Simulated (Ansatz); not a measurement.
# ZnSe: the cost of one run

Method: DFT r²SCAN, frozen-core PAW, scalar-relativistic unless said, in Ansatz 0.2.0.

## 1. Starting point

The structure is cubic, space group F-43m (No. 216). The conventional cell has a = 5.668 Å, b = 5.668 Å, c = 5.668 Å, α = 90.00°, β = 90.00°, γ = 90.00°. Zn (site symmetry -43m) is surrounded by 4 Se at 2.45 Å. Se (site symmetry -43m) has 4 Zn at 2.45 Å as nearest neighbours.

Structure file:

```cif
data_structure
_symmetry_space_group_name_H-M 'P 1'
_symmetry_Int_Tables_number 1
_cell_length_a 4.0076
_cell_length_b 4.0076
_cell_length_c 4.0076
_cell_angle_alpha 60.000
_cell_angle_beta 60.000
_cell_angle_gamma 60.000
_cell_volume 45.51
loop_
_atom_site_label
_atom_site_type_symbol
_atom_site_fract_x
_atom_site_fract_y
_atom_site_fract_z
_atom_site_occupancy
Zn1 Zn 0.00000 0.00000 0.00000 1
Se1 Se 0.75000 0.75000 0.75000 1
```

Cartesian axes are those of the input's lattice vectors. The structure goes back to a database entry.

## 2. Cell and atoms relaxed, PAW

Contents of input.yaml:

```yaml
crystal:
  lattice:
    - [0.0, 2.8338, 2.8338]
    - [2.8338, 0.0, 2.8338]
    - [2.8338, 2.8338, 0.0]
  atoms:
    - { symbol: Zn, position: [0.0, 0.0, 0.0] }
    - { symbol: Se, position: [0.75, 0.75, 0.75] }
kpoints:
  mp_grid: { grid: [12, 12, 12] }
scf:
  occupations: { method: fermi_dirac, width: 0.08 }
hamiltonian:
  xc: r2scan
  pseudopotentials: { kind: paw }
relax:
  f_tol: 0.002
  max_steps: 80
  cell: {}
output:
  forces: true
  stress: true
  write_density: true
  write_potential: true
  elf: true
  volumetric_format: npy
```

The run is started by

```
ansatz run input.yaml --threads 1 --pin off --max-ram 3072MiB --backend cpu --events-out ev --progress --plain --runs-dir out
```

Q: Estimate wall time and peak memory on 1 thread of Arm Neoverse V1, shared host.

About 35 s, with a peak of 0.52 GiB.
